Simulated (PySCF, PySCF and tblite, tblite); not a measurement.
# C5H10Si2: a path driven as a shift of bonds, and NMR exchange, part 2 of 3

PySCF and tblite. Atoms count from 0.

### Step 11. Shieldings, saddle of leg 1: PBE0/pcSseg-1 in dichloromethane

What the job is given:

```
{"job": {"kind": "nmr", "xc": "PBE0", "basis": "pcSseg-1", "solvent": "dichloromethane", "pop": false}, "charge": 0, "multiplicity": 1}
Si    -0.976091    -1.278805    -0.627888
C     -0.053751     0.495536     0.205985
Si    -1.365355     1.539554     1.038456
C      0.865219     0.968191    -0.774539
C      1.982481     0.118607    -0.814079
C      1.805329    -0.920230     0.112211
C      0.556416    -0.734663     0.757389
H     -2.320659    -0.656415    -0.855352
H     -1.318243    -2.591179     0.010911
H     -0.253833    -1.469498    -1.904883
H     -2.089161     2.342262     0.012827
H     -2.330649     0.645111     1.742338
H     -0.754568     2.460343     2.040507
H      0.695599     1.831400    -1.418988
H      2.826468     0.217471    -1.497857
H      2.483742    -1.755773     0.283395
H      0.247054    -1.211914     1.689567
```

The program printed:

```text
coarse grid: 14880 points
cycle   1  E = -774.8690653017  dE =  7.448e-01  |g| = 3.661e-01  |ddm| = 3.794e+00
cycle   2  E = -774.8514546851  dE =  1.761e-02  |g| = 4.461e-01  |ddm| = 8.984e-01
cycle   3  E = -774.9060316960  dE = -5.458e-02  |g| = 3.897e-02  |ddm| = 5.339e-01
cycle   4  E = -774.9062623540  dE = -2.307e-04  |g| = 2.625e-02  |ddm| = 6.144e-02
cycle   5  E = -774.9064290526  dE = -1.667e-04  |g| = 6.397e-03  |ddm| = 3.164e-02
cycle   6  E = -774.9064388256  dE = -9.773e-06  |g| = 1.025e-03  |ddm| = 9.117e-03
final grid: 133616 points
cycle   7  E = -774.9469553826  dE = -2.254e-05  |g| = 6.769e-03  |ddm| = 3.659e-02
cycle   8  E = -774.9469472866  dE =  8.096e-06  |g| = 8.772e-03  |ddm| = 1.937e-02
cycle   9  E = -774.9469677673  dE = -2.048e-05  |g| = 7.680e-04  |ddm| = 1.040e-02
cycle  10  E = -774.9469678824  dE = -1.151e-07  |g| = 3.146e-04  |ddm| = 9.371e-04
cycle  11  E = -774.9469679083  dE = -2.589e-08  |g| = 6.066e-05  |ddm| = 3.798e-04
cycle  12  E = -774.9469679092  dE = -9.302e-10  |g| = 1.537e-05  |ddm| = 1.140e-04
converged SCF energy = -774.9469679092

GIAO shielding tensors (ppm)
atom      isotropic    diamagn.    paramagn.     s11        s22        s33       span
  0 Si     387.232     876.698    -489.467    251.768    441.531    468.396    216.628
  1 C       91.746     261.400    -169.655     22.179     82.497    170.561    148.382
  2 Si     422.625     880.197    -457.572    398.603    411.666    457.606     59.004
  3 C       42.842     250.402    -207.559    -52.227     27.403    153.351    205.578
  4 C       44.033     254.278    -210.245    -50.908     27.604    155.403    206.311
  5 C       45.705     252.897    -207.192    -42.414     19.969    159.560    201.973
  6 C       83.597     255.263    -171.666     12.151     88.348    150.292    138.141
  7 H       26.139      29.022      -2.883     21.940     24.622     31.854      9.914
  8 H       25.901      28.431      -2.529     21.891     23.321     32.492     10.601
  9 H       30.244      28.798       1.446     24.867     28.448     37.418     12.550
 10 H       26.677      28.783      -2.105     23.311     25.047     31.674      8.363
 11 H       26.973      28.852      -1.879     23.142     26.232     31.546      8.404
 12 H       26.985      27.996      -1.011     23.576     24.439     32.941      9.366
 13 H       23.961      31.736      -7.775     21.184     23.485     27.214      6.030
 14 H       23.702      30.300      -6.598     21.426     24.487     25.191      3.765
 15 H       23.876      30.852      -6.976     21.391     23.971     26.268      4.877
 16 H       25.337      32.627      -7.290     22.175     25.798     28.039      5.863
```

Wall time 19 s (1 thread of Arm Neoverse V2, shared host); peak memory 0.95 GiB.

In short: HOMO -6.62 eV, LUMO -0.39 eV; dipole 0.48 D.

### Step 12. Shieldings, end: PBE0/pcSseg-1 in dichloromethane

What the job is given:

```
{"job": {"kind": "nmr", "xc": "PBE0", "basis": "pcSseg-1", "solvent": "dichloromethane", "pop": false}, "charge": 0, "multiplicity": 1}
Si    -1.033524    -1.628338    -0.702620
C      0.070579     0.708697     0.336060
Si    -1.360180     1.738669     0.943178
C      1.173599     1.185950    -0.324967
C      2.105292     0.106975    -0.599671
C      1.593393    -1.054254    -0.105875
C      0.240493    -0.781872     0.459007
H     -2.414537    -1.373504    -0.200262
H     -0.797894    -3.101853    -0.709120
H     -0.878037    -1.077546    -2.074940
H     -2.624558     1.433758     0.205974
H     -1.624148     1.484693     2.392328
H     -1.024523     3.178821     0.748317
H      1.337683     2.228016    -0.607379
H      3.058862     0.220714    -1.117602
H      2.055233    -2.041682    -0.145267
H      0.053074    -1.197776     1.464500
```

The program printed:

```text
coarse grid: 14880 points
cycle   1  E = -774.8910148954  dE =  6.335e-01  |g| = 3.487e-01  |ddm| = 3.765e+00
cycle   2  E = -774.8803914713  dE =  1.062e-02  |g| = 4.051e-01  |ddm| = 7.960e-01
cycle   3  E = -774.9243256559  dE = -4.393e-02  |g| = 3.828e-02  |ddm| = 4.585e-01
cycle   4  E = -774.9245526057  dE = -2.269e-04  |g| = 2.387e-02  |ddm| = 5.504e-02
cycle   5  E = -774.9246893424  dE = -1.367e-04  |g| = 7.388e-03  |ddm| = 2.720e-02
cycle   6  E = -774.9247027972  dE = -1.345e-05  |g| = 1.566e-03  |ddm| = 7.512e-03
cycle   7  E = -774.9247033758  dE = -5.786e-07  |g| = 2.991e-04  |ddm| = 1.388e-03
final grid: 133616 points
cycle   8  E = -774.9655601621  dE = -2.234e-05  |g| = 6.117e-03  |ddm| = 3.332e-02
cycle   9  E = -774.9655546828  dE =  5.479e-06  |g| = 7.668e-03  |ddm| = 1.440e-02
cycle  10  E = -774.9655705816  dE = -1.590e-05  |g| = 4.757e-04  |ddm| = 7.811e-03
cycle  11  E = -774.9655706121  dE = -3.049e-08  |g| = 2.626e-04  |ddm| = 5.833e-04
cycle  12  E = -774.9655706298  dE = -1.769e-08  |g| = 5.348e-05  |ddm| = 2.704e-04
cycle  13  E = -774.9655706305  dE = -6.507e-10  |g| = 1.797e-05  |ddm| = 7.119e-05
converged SCF energy = -774.9655706305

GIAO shielding tensors (ppm)
atom      isotropic    diamagn.    paramagn.     s11        s22        s33       span
  0 Si     406.419     879.341    -472.922    362.041    394.694    462.523    100.482
  1 C       41.648     259.402    -217.754    -54.761     12.743    166.961    221.723
  2 Si     429.576     880.497    -450.921    392.852    426.889    468.987     76.135
  3 C       29.772     252.155    -222.383    -76.349     30.600    135.066    211.415
  4 C       44.551     254.625    -210.075    -53.082     40.299    146.436    199.518
  5 C       30.547     256.375    -225.828    -75.958     15.983    151.617    227.575
  6 C      130.358     252.057    -121.700    107.638    139.949    143.485     35.847
  7 H       26.922      29.445      -2.523     23.041     25.943     31.782      8.741
  8 H       26.981      28.769      -1.788     23.223     24.879     32.842      9.619
  9 H       28.762      29.141      -0.378     24.954     27.206     34.126      9.172
 10 H       26.798      28.972      -2.174     23.222     25.961     31.211      7.989
 11 H       26.932      28.587      -1.655     23.387     25.303     32.105      8.719
 12 H       26.861      28.630      -1.768     23.071     25.762     31.751      8.680
 13 H       23.787      31.807      -8.020     21.678     22.314     27.370      5.691
 14 H       24.149      30.374      -6.225     22.252     23.598     26.597      4.345
 15 H       23.804      31.229      -7.426     21.913     23.367     26.131      4.218
 16 H       27.359      30.518      -3.159     22.923     25.956     33.198     10.275
```

Run time: 20 s. Hardware: 1 thread of Arm Neoverse V2, shared host; peak memory 0.95 GiB.

In short: HOMO -6.62 eV, LUMO -0.95 eV; dipole 1.15 D.

### Step 13. Barriers, rates and exchange

What the job is given:

```
{"job": {"smiles": "[SiH3]C1([SiH3])C=CC=C1", "charge": 0, "mult": 1, "motion": "shift", "what": "ring whizzing, 1,2-shift on cyclopentadiene", "atoms": [0, 1, 6], "drives": [{"terms": [["d", [0, 1], 1], ["d", [0, 6], -1]], "neg": true, "n": 14}], "study": "path", "level": {"kind": "nmr", "xc": "PBE0", "basis": "pcSseg-1", "solvent": "dichloromethane"}, "fields": [200, 250, 900], "first": 4, "seed": 19, "refine": {"xc": "B3LYP", "basis": "def2-SVP"}, "kind": "path"}, "charge": 0, "multiplicity": 1}
Si    -1.386708    -1.151402    -0.943787
C     -0.219820     0.011902     0.014273
Si    -1.119827     1.285056     1.110551
C      0.677682     0.708014    -0.927383
C      1.958057     0.358297    -0.678238
C      1.982675    -0.564633     0.413159
C      0.717407    -0.780718     0.832892
H     -2.249446    -0.356319    -1.820394
H     -2.208599    -1.902787     0.007432
H     -0.572470    -2.069914    -1.739304
H     -1.976512     2.125178     0.270860
H     -1.937477     0.579071     2.099404
H     -0.114805     2.107037     1.784095
H      0.327961     1.385342    -1.685806
H      2.833107     0.704025    -1.201303
H      2.878767    -1.002947     0.817789
H      0.403009    -1.423171     1.635850
```

The program printed:

```text
stationary points (kcal/mol above the start)
  n  kind          group   xTB      DFT    lowest mode
  0  minimum      C2v      0.00     0.00      72.6
  1  saddle       C1       9.78    14.46    -237.2
  2  minimum      C1       0.52     2.98      45.8

GFN2-xTB energies: T/K, barrier G, reaction G (kcal/mol), k forward, k back (1/s)
 150.00     9.68     0.23     0.0988     0.0535
 200.00     9.79     0.21        336        142
 250.00     9.92     0.19   4.47e+04   1.65e+04
 298.15    10.06     0.19   1.06e+06   3.62e+05
 350.00    10.22     0.18   1.21e+07   3.95e+06
 400.00    10.39     0.19   7.03e+07   2.22e+07
 500.00    10.76     0.20   8.26e+08   2.53e+08

B3LYP-D3(BJ)/def2-SVP energies: T/K, barrier G, reaction G (kcal/mol), k forward, k back (1/s)
 150.00    15.76     2.01   1.39e-10   2.95e-08
 200.00    15.86     1.99    7.7e-05    0.00287
 250.00    15.99     1.97      0.218        2.9
 298.15    16.13     1.97       37.2        257
 350.00    16.29     1.96   1.95e+03   8.21e+03
 400.00    16.47     1.97   3.37e+04   9.98e+04
 500.00    16.84     1.98   1.82e+06   3.36e+06

PBE0/pcSseg-1 + D3(BJ), IEF-PCM dichloromethane energies: T/K, barrier G, reaction G (kcal/mol), k forward, k back (1/s)
 150.00    14.36     2.70   1.48e-08   3.17e-05
 200.00    14.47     2.68    0.00256      0.539
 250.00    14.60     2.66       3.59        191
 298.15    14.74     2.66        390   8.62e+03
 350.00    14.90     2.65   1.44e+04   1.64e+05
 400.00    15.07     2.65   1.94e+05   1.37e+06
 500.00    15.44     2.67   7.41e+06   2.72e+07
```

It took 5.6 min on 1 thread of Arm Neoverse V2, shared host; peak memory 0.95 GiB. This counts the whole study up to here.

Barriers by level (kcal/mol; entropies in cal/(mol K)). Zero-point and thermal terms come from xTB in every row. ΔG‡ leaves symmetry out; the rate counts equivalent paths (a factor of 4); effective ΔG‡, where given, is the barrier that would give that rate by Eyring's equation alone:

```
                                          level    ΔE‡  with zero-point    ΔH‡   ΔS‡  ΔG‡ (298 K)  ΔE of reaction  k at 298 K (1/s)  effective ΔG‡
                                       GFN2-xTB   9.78             9.52   9.06  -3.3        10.06            0.52           1.1e+06           9.23
                          B3LYP-D3(BJ)/def2-SVP  15.85            15.60  15.13  -3.3        16.13            2.30                37          15.31
PBE0/pcSseg-1 + D3(BJ), IEF-PCM dichloromethane  14.46            14.21  13.74  -3.3        14.74            2.99           3.9e+02          13.92
```

Sites that the driver pairs across this motion, and where their lines would merge (no couplings; faster rotations or exchange between molecules can average them sooner):

```csv
nucleus,sites: shielding (ppm),proton frequency (MHz),spread (Hz),coalescence (K),lines at 298 K
¹³C,"C3, C6: 37.5; C3 (end): 29.8; C6 (end): 130.4",900,22768,not given,–
¹³C,C1: 138.4; C1 (end): 41.6,900,21896,not given,–
²⁹Si,"Si0, Si2: 412.8; Si0 (end): 406.4; Si2 (end): 429.6",900,4144,not given,–
¹H,"H13, H16: 24.24; H13 (end): 23.79; H16 (end): 27.36",900,3215,not given,–
¹³C,"C4, C5: 44.5; C4 (end): 44.6; C5 (end): 30.5",900,3170,not given,–
¹H,"H7, H8, H9 and 3 more: 27.37; H7, H8, H9 (end): 27.55; H10, H11, H12 (end): 26.86",900,622,not given,–
¹H,"H14, H15: 24.01; H14 (end): 24.15; H15 (end): 23.80",900,311,not given,–
```

A dash: the driver gave no coalescence for this row (it judged the minor form too scarce).

Rows that set an atom against itself at the end compare its shielding in the two forms.

### Step 14. Shieldings, start: PBE0/6-31++G**

What the job is given:

```
{"job": {"kind": "nmr", "xc": "PBE0", "basis": "6-31++G**", "pop": false}, "charge": 0, "multiplicity": 1}
Si    -1.395191    -1.140293    -0.933743
C     -0.208028     0.011296     0.013161
Si    -1.130660     1.274683     1.101674
C      0.694288     0.719971    -0.943857
C      1.987191     0.363091    -0.687436
C      2.012057    -0.572162     0.418495
C      0.734539    -0.794304     0.846702
H     -2.286046    -0.332914    -1.816872
H     -2.242981    -1.897356     0.032411
H     -0.596679    -2.089878    -1.755795
H     -2.014327     2.124357     0.251633
H     -1.976813     0.559344     2.100528
H     -0.134038     2.128206     1.804073
H      0.346471     1.408478    -1.715227
H      2.867210     0.720301    -1.224467
H      2.913561    -1.022694     0.836521
H      0.422450    -1.448097     1.662289
```

The program printed:

```text
coarse grid: 14880 points
cycle   1  E = -775.0277341636  dE =  6.739e-01  |g| = 3.630e-01  |ddm| = 9.681e+00
cycle   2  E = -775.0037536551  dE =  2.398e-02  |g| = 4.663e-01  |ddm| = 1.455e+01
cycle   3  E = -775.0657222197  dE = -6.197e-02  |g| = 3.539e-02  |ddm| = 9.731e+00
cycle   4  E = -775.0659762471  dE = -2.540e-04  |g| = 2.115e-02  |ddm| = 5.947e-01
cycle   5  E = -775.0660792888  dE = -1.030e-04  |g| = 7.834e-03  |ddm| = 9.265e-02
cycle   6  E = -775.0660950757  dE = -1.579e-05  |g| = 1.858e-03  |ddm| = 4.517e-02
cycle   7  E = -775.0660959587  dE = -8.829e-07  |g| = 2.519e-04  |ddm| = 1.646e-02
final grid: 133616 points
cycle   8  E = -774.9905263805  dE = -2.114e-05  |g| = 6.667e-03  |ddm| = 4.198e-01
cycle   9  E = -774.9905167938  dE =  9.587e-06  |g| = 8.939e-03  |ddm| = 1.878e-01
cycle  10  E = -774.9905394357  dE = -2.264e-05  |g| = 3.649e-04  |ddm| = 1.322e-01
cycle  11  E = -774.9905394629  dE = -2.714e-08  |g| = 1.692e-04  |ddm| = 3.003e-03
cycle  12  E = -774.9905394693  dE = -6.442e-09  |g| = 5.733e-05  |ddm| = 1.344e-03
cycle  13  E = -774.9905394701  dE = -7.822e-10  |g| = 2.647e-05  |ddm| = 8.852e-04
converged SCF energy = -774.9905394701

GIAO shielding tensors (ppm)
atom      isotropic    diamagn.    paramagn.     s11        s22        s33       span
  0 Si     450.642     876.092    -425.450    418.086    432.906    500.936     82.850
  1 C      151.581     290.317    -138.736    132.348    154.177    168.218     35.871
  2 Si     450.604     876.092    -425.488    417.965    432.930    500.918     82.953
  3 C       62.385     267.206    -204.821    -29.906     58.050    159.011    188.917
  4 C       67.318     267.711    -200.393    -18.791     61.278    159.467    178.258
  5 C       67.320     267.721    -200.401    -18.789     61.287    159.461    178.250
  6 C       62.386     267.200    -204.813    -29.933     58.053    159.040    188.972
  7 H       27.060      27.838      -0.779     23.705     24.933     32.541      8.836
  8 H       27.060      27.843      -0.783     23.705     24.933     32.543      8.838
  9 H       28.226      29.143      -0.917     24.034     26.244     34.401     10.367
 10 H       27.059      27.847      -0.787     23.703     24.931     32.544      8.841
 11 H       27.060      27.842      -0.782     23.707     24.932     32.542      8.835
 12 H       28.229      29.147      -0.918     24.035     26.249     34.404     10.369
 13 H       24.440      32.812      -8.372     23.051     23.107     27.161      4.110
 14 H       24.102      30.139      -6.037     22.053     23.231     27.020      4.967
 15 H       24.102      30.142      -6.040     22.053     23.232     27.020      4.967
 16 H       24.439      32.823      -8.384     23.051     23.106     27.160      4.109
```

It took 23 s on 1 thread of Arm Neoverse V2, shared host; peak memory 0.9 GiB.

In short: HOMO -6.55 eV, LUMO -0.70 eV; dipole 0.17 D.

[end of part 2 of 3]
